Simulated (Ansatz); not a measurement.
# CH4BClS (SMILES CSBCl) at revPBE/cc-pVDZ

What is the vertical singlet–triplet gap of CH4BClS at revPBE/cc-pVDZ? 

The results are computed with Ansatz 0.2.0.

94 further runs of the same task are left out: 94 set aside as unsound or not needed.

## (1) The structure to begin with

CH4BClS: 8 atoms, total charge 0, spin state singlet. As SMILES, `CSBCl`. The shape is that of a PBE0-D4/def2-TZVP optimisation. This is one conformer, not always the lowest.

Bond lengths: C1–S2 1.810 Å, S2–B3 1.766 Å, B3–Cl4 1.749 Å, C1–H5 1.088 Å, C1–H6 1.089 Å, C1–H7 1.089 Å, B3–H8 1.191 Å. Angles: C1–S2–B3 103.2°, S2–B3–Cl4 119.0°, S2–C1–H5 110.2°, S2–C1–H6 109.0°, S2–C1–H7 109.0°, S2–B3–H8 121.7°, Cl4–B3–H8 119.3°, H5–C1–H6 109.7°, H5–C1–H7 109.7°, H6–C1–H7 109.3°.

## (2) A single-point energy at revPBE/cc-pVDZ

File input.yaml:

```yaml
crystal:
  periodic: [false, false, false]
  atoms:
    - {symbol: C, position_ang: [-0.471000, 1.184200, 0.216300]}
    - {symbol: S, position_ang: [0.979400, 0.341100, -0.461900]}
    - {symbol: B, position_ang: [0.578900, -1.367600, -0.269600]}
    - {symbol: Cl, position_ang: [1.728300, -2.572200, -0.805600]}
    - {symbol: H, position_ang: [-1.201900, 0.455300, 0.560900]}
    - {symbol: H, position_ang: [-0.157800, 1.812600, 1.049100]}
    - {symbol: H, position_ang: [-0.912200, 1.808700, -0.559500]}
    - {symbol: H, position_ang: [-0.451500, -1.719100, 0.214500]}
basis:
  gaussian: {orbitals: cc-pVDZ}
total_charge: 0
hamiltonian: {xc: {name: revPBE}}
accuracy: high
output: {orbitals: {seedname: orbitals}}
```

Command:

```
ansatz run input.yaml --threads 1 --pin off --max-ram 2610MiB --events-out events.jsonl --progress --plain --runs-dir runs
```

The log of the run:

```text
Warning: RAYON_NUM_THREADS=1 ignored (pool sized by the plan → 1); use --threads N
Functional definition: revPBE
  name "revPBE"
  parameter kappa = 1.245
  parameter beta = 0.06672455060314922
  exchange = pbe_x(kappa = kappa, mu = beta*pi^2/3)
  correlation = pbe_c(beta = beta)
1973 factors; integrals over basis functions are off by at most 6.8e-9 eV
mean field evaluation 1: about -25128.4081 eV, gradient 4.5e1 eV
mean field evaluation 2: about -25121.5778 eV, gradient 6.5e1 eV
mean field evaluation 4: about -25133.6733 eV, gradient 2.3e0 eV
mean field evaluation 8: about -25133.6833 eV, gradient 3.7e-2 eV
mean field evaluation 16: about -25133.6833 eV, gradient 4.1e-6 eV
mean field -25133.68333263 eV, -923.6458262517 hartree, gradient 3.7e-8 eV, S^2 0.000000; 0 other end points of the search recorded, 0 dependent functions left out
reference -25133.68333638 eV, -923.6458263897 hartree; 24, 24 occupied and 60, 60 virtual orbitals, 1973 factors
Total energy: -25133.68333638 eV, -923.6458263897 hartree
```

Run time: 6.9 s. Hardware: 1 thread of Arm Neoverse V1, shared host; peak memory 0.22 GiB.

## (3) The triplet at the same level

File molecule.yaml:

```yaml
basis:
  gaussian:
    orbitals: cc-pVDZ
crystal:
  periodic: [false, false, false]
  atoms:
    - {symbol: C, position_ang: [-0.471000, 1.184200, 0.216300]}
    - {symbol: S, position_ang: [0.979400, 0.341100, -0.461900]}
    - {symbol: B, position_ang: [0.578900, -1.367600, -0.269600]}
    - {symbol: Cl, position_ang: [1.728300, -2.572200, -0.805600]}
    - {symbol: H, position_ang: [-1.201900, 0.455300, 0.560900]}
    - {symbol: H, position_ang: [-0.157800, 1.812600, 1.049100]}
    - {symbol: H, position_ang: [-0.912200, 1.808700, -0.559500]}
    - {symbol: H, position_ang: [-0.451500, -1.719100, 0.214500]}
magnetization:
  spin_polarized: true
  initial_magnetization: 2
accuracy: high
hamiltonian:
  xc: {name: revPBE}
output: {orbitals: {seedname: orbitals}}
```

Command:

```
ansatz run molecule.yaml --threads 1 --pin off --max-ram 2610MiB --events-out events.jsonl --progress --plain --runs-dir runs
```

The log of the run (excerpt; [...] marks lines left out):

```text
Warning: RAYON_NUM_THREADS=1 ignored (pool sized by the plan → 1); use --threads N
[... 6 set-up lines as earlier in the session ...]
1973 factors; integrals over basis functions are off by at most 6.8e-9 eV
mean field evaluation 1: about -25121.8466 eV, gradient 3.6e1 eV
mean field evaluation 2: about -25104.1391 eV, gradient 6.0e1 eV
mean field evaluation 4: about -25126.2764 eV, gradient 1.7e1 eV
mean field evaluation 8: about -25129.1307 eV, gradient 5.0e-1 eV
mean field evaluation 16: about -25129.1267 eV, gradient 2.6e-4 eV
mean field evaluation 32: about -25126.9974 eV, gradient 1.3e1 eV
mean field evaluation 64: about -25129.0745 eV, gradient 1.1e0 eV
mean field -25129.12667307 eV, -923.4783721013 hartree, gradient 3.7e-8 eV, S^2 2.005489; 6 other end points of the search recorded, 0 dependent functions left out
reference -25129.12667685 eV, -923.4783722403 hartree; 25, 23 occupied and 59, 61 virtual orbitals, 1973 factors
Total energy: -25129.12667685 eV, -923.4783722403 hartree
```

Wall time 23 s (1 thread of Arm Neoverse V1, shared host); peak memory 0.29 GiB.

## (4) What came out

At revPBE/cc-pVDZ:

```
                                        quantity          value
                           singlet: total energy  -923.64583 Eh
                            singlet: HOMO energy       -6.42 eV
                            singlet: LUMO energy       -1.69 eV
                          singlet: HOMO–LUMO gap        4.73 eV
                           triplet: total energy  -923.47837 Eh
     triplet: HOMO energy (highest over α and β)       -1.93 eV
                                   triplet: ⟨S²⟩          2.005
vertical energy of the triplet above the singlet       4.557 eV
```

In words: At this shape the triplet lies 4.56 eV (105 kcal/mol) above the singlet.
